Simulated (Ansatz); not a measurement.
Runs of Ansatz 0.2.0 on GaF. The structure is cubic, space group Pm-3m (No. 221). Conventional cell: a = 3.166 Å, b = 3.166 Å, c = 3.166 Å, α = 90.00°, β = 90.00°, γ = 90.00°. Around Ga (site symmetry m-3m) lie 8 F at 2.74 Å. Around F (site symmetry m-3m) lie 8 Ga at 2.74 Å. The cell was built by a generator and needn't be a form met in nature.

```tsv
task	level	k mesh	cutoff (eV)	smearing	points for each segment of the path	atoms under strain	gap on the mesh (eV)	pressure (GPa)
band structure	BLYP	8 × 8 × 8	420	fermi-dirac 0.05 eV	14	-	0.77	(a)
Born charges and dielectric tensor	LDA	8 × 8 × 8	420	fixed	-	-	0.36	-
phonons	LDA	6 × 6 × 6	420	fixed	-	-	0.36	-
elastic constants	LDA	6 × 6 × 6	420	fixed	-	clamped	0.36	-6.2
band structure	r2SCAN	8 × 8 × 8	500	fermi-dirac 0.05 eV	14	-	(b)	-1.9
```

Alike in all rows: potentials or basis Ansatz PAW; no spin polarisation; cell as given.

Problem. Estimate the missing entries.

Solution. (a) 3.3; (b) 0.52.

Caveats: the PAW data sets come from PBE, with cores solved anew for the run's functional, which leaves a small shift of forces and pressure; the gap is small at this level, which inflates the dielectric constant (some runs); some modes are imaginary (some runs); the cell is more than 3 GPa from zero pressure, which shifts response properties (some runs); the elastic tensor has a negative eigenvalue, so either the cell is unstable as it stands or the mesh is too thin (some runs).

A k mesh can miss the band edges, and the runs leave out spin-orbit coupling on Ga.

Runs at the PBE level aren't shown here.
